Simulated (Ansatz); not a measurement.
# CH6Sn: basis-set convergence

One table from this session's results is given with a row withheld; the runs are named, their logs left out.

Method: one geometry, several basis sets; program: Ansatz 0.2.0, Gaussian basis.

Plan: PBE0-D4/def2-SVP; ωB97M-V/def2-SVP; PBE0-D4/def2-QZVPP; ωB97M-V/def2-QZVPP; the functionals' def2-TZVPP values are taken from earlier runs.

### The geometry

The geometry comes from an earlier relaxation with PBE0-D4 in a triple-zeta def2 set; it is a stationary point, not always the lowest conformer. Sn takes the def2 core potential; no spin-orbit term is included.

SMILES `[CH3][SnH3]`, 8 atoms, charge 0, spin multiplicity 1.

Atoms are counted from 1 here; the program's logs count them from 0.

Bond lengths: C1–Sn2 2.140 Å, C1–H3 1.090 Å, C1–H4 1.090 Å, C1–H5 1.090 Å, Sn2–H6 1.709 Å, Sn2–H7 1.709 Å, Sn2–H8 1.709 Å. Angles: Sn2–C1–H3 110.0°, Sn2–C1–H4 110.0°, Sn2–C1–H5 110.0°, H3–C1–H4 109.0°, H3–C1–H5 109.0°, H4–C1–H5 109.0°, C1–Sn2–H6 110.1°, C1–Sn2–H7 110.1°, C1–Sn2–H8 110.1°, H6–Sn2–H7 108.8°, H6–Sn2–H8 108.8°, H7–Sn2–H8 108.8°.

The first run:

Contents of in.yaml:

```yaml
crystal:
  periodic: [false, false, false]
  atoms:
    - {symbol: C, position_ang: [1.094459, 0.367391, -0.110629]}
    - {symbol: Sn, position_ang: [-0.919357, -0.329068, 0.082127]}
    - {symbol: H, position_ang: [1.300518, 0.627717, -1.148804]}
    - {symbol: H, position_ang: [1.789320, -0.411191, 0.204039]}
    - {symbol: H, position_ang: [1.244608, 1.249150, 0.512261]}
    - {symbol: H, position_ang: [-2.012033, 0.886774, -0.417452]}
    - {symbol: H, position_ang: [-1.156729, -1.716411, -0.887787]}
    - {symbol: H, position_ang: [-1.248687, -0.731462, 1.710444]}
basis:
  gaussian: {orbitals: def2-SVP}
hamiltonian: {xc: pbe0, dispersion: d4}
output: {orbitals: {seedname: orbitals}}
```

Steps of the session up to this table: PBE0-D4 in def2-SVP; ωB97M-V in def2-SVP; PBE0-D4 in def2-QZVPP; ωB97M-V in def2-QZVPP.

One of the session's tables, all rows but one given; the rest of the session is left out.

```
functional       basis  HOMO (eV)  LUMO (eV)
   PBE0-D4    def2-SVP      -8.39       0.79
   PBE0-D4  def2-TZVPP          ?          ?
   PBE0-D4  def2-QZVPP      -8.41       0.10
   ωB97M-V    def2-SVP     -10.55       2.40
   ωB97M-V  def2-TZVPP     -10.59       1.53
   ωB97M-V  def2-QZVPP     -10.59       1.15
```

**Question.** Estimate the row for PBE0-D4, def2-TZVPP.

As computed: HOMO (eV): -8.41; LUMO (eV): 0.28.
